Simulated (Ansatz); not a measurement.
Write a Python script for the Ansatz DFT code, driven from Python that makes a search for lower mean-field states of HI. Use (for the species named): B3LYP, def2-SVP basis, multiplicity 1.

Contents of `hi.xyz`:
```text
2

H     0.00000    0.00000    0.00000
I     0.00000    0.00000    1.63000
```

`states.py`
```python
"""Does a wider search find a lower mean-field state of HI?"""

import warnings

import ansatz as az
import numpy as np

warnings.simplefilter("ignore", az.DeckWarning)

molecule = az.Crystal.molecule_from_extxyz("hi.xyz")
symbols = [site.symbol for site in molecule.cartesian_sites]

start = np.array([site.position_ang for site in molecule.cartesian_sites])
for factor in [1.0, 1.3]:
    xyz = (start - start.mean(axis=0)) * factor
    scaled = az.Crystal.molecule()
    for symbol, place in zip(symbols, xyz):
        scaled = scaled.atom(symbol, place.tolist())
    calc = (
        scaled.calculation()
        .basis(gaussian="def2-SVP")
        .functional("B3LYP")
        .spin("collinear")
    )
    for search in ("off", "standard"):
        try:
            report = calc.scf(lower_state_search=search).run(threads=1).report
        except az.AnsatzError as error:
            print(f"x{factor} search {search}: {type(error).__name__}")
            continue
        state = report["mean_field"]["state"]
        print(f"all distances x{factor}, search {search:8s} E = {report['free_energy_ev']:.5f} eV  <S^2> = {abs(state['spin_squared']):.3f}  other states met: {len(report['mean_field']['others'])}")
```

```console
$ python states.py
all distances x1.0, search off      E = -8119.68071 eV  <S^2> = 0.000  other states met: 0
all distances x1.0, search standard E = -8119.68071 eV  <S^2> = 0.000  other states met: 0
all distances x1.3, search off      E = -8118.48630 eV  <S^2> = 0.000  other states met: 0
all distances x1.3, search standard E = -8118.48630 eV  <S^2> = 0.000  other states met: 1
```

Caveats:
- Total energies depend on the basis set; only differences at equal settings carry meaning.
- The count of other states can hold repeated and symmetry-equivalent ends of the search; scaling all distances is a test, and for more than two atoms no physical path.
- def2 sets replace the cores of elements past krypton by effective core potentials.
- b3lyp holds the VWN-RPA fit, as in Gaussian; the form of ORCA and Turbomole is b3lyp5.
- Hardware and time: 3 s on 1 thread of AMD EPYC 7B13 (Zen 3) (shared host), peak memory 0.17 GiB.
